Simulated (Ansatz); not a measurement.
# BClFH3O: the cost of one run

Program: Ansatz 0.2.0. Level of theory: RKS PBE0-D4/def2-SVP. These are calculated values, not measurements.

## 1. Starting point

Bond lengths: B1–Cl2 2.210 Å, B1–H3 1.190 Å, B1–F4 1.320 Å, B1–O5 1.710 Å, O5–H6 1.010 Å, Cl2–H7 1.346 Å, O5–H7 1.148 Å. Angles: B1–Cl2–H7 63.4°, Cl2–B1–H3 120.0°, Cl2–B1–F4 120.0°, Cl2–B1–O5 71.6°, H3–B1–F4 120.0°, H3–B1–O5 97.0°, F4–B1–O5 101.2°, B1–O5–H6 109.5°, B1–O5–H7 87.0°, H6–O5–H7 140.4°, Cl2–H7–O5 137.9°.

As a file:

```xyz
7

B     0.0000    0.0000    0.0000
Cl    0.0000    0.0000    2.2100
H     1.0305    0.0000   -0.5950
F    -1.1431    0.0000   -0.6600
O     0.0715   -1.6212    0.5392
H    -0.4750   -2.2058   -0.0770
H     0.0530   -1.2026    1.6085
```

## 2. Pulling towards end A

Springs on the bonds that form and break draw the guess towards this end; the thresholds are loose.

input.yaml reads:

```yaml
crystal:
  periodic: [false, false, false]
  atoms:
    - { symbol: B, position_ang: [0.0, 0.0, 0.0] }
    - { symbol: Cl, position_ang: [0.0, 0.0, 2.21] }
    - { symbol: H, position_ang: [1.0305, 0.0, -0.595] }
    - { symbol: F, position_ang: [-1.1431, 0.0, -0.66] }
    - { symbol: O, position_ang: [0.0715, -1.6212, 0.5392] }
    - { symbol: H, position_ang: [-0.475, -2.2058, -0.077] }
    - { symbol: H, position_ang: [0.053, -1.2026, 1.6085] }
basis:
  gaussian: { orbitals: def2-SVP }
hamiltonian:
  xc: pbe0
  dispersion: d4
relax:
  f_tol: 0.15
  max_steps: 25
  restrain:
    - { distance: [0, 4], at: 2.61, k: 30.0 }
    - { distance: [6, 1], at: 2.57, k: 30.0 }
    - { distance: [0, 1], at: 1.86, k: 30.0 }
    - { distance: [6, 4], at: 1.01, k: 30.0 }
```

Command:

```sh
$ ansatz run input.yaml --threads 1 --pin off --max-ram 2048MiB --backend cpu --events-out ev --progress --plain --runs-dir out
```

What time and memory should one allow on 1 thread of AMD EPYC 7R43 (Zen 3), shared host?

About 24 s, with a peak of 0.17 GiB.
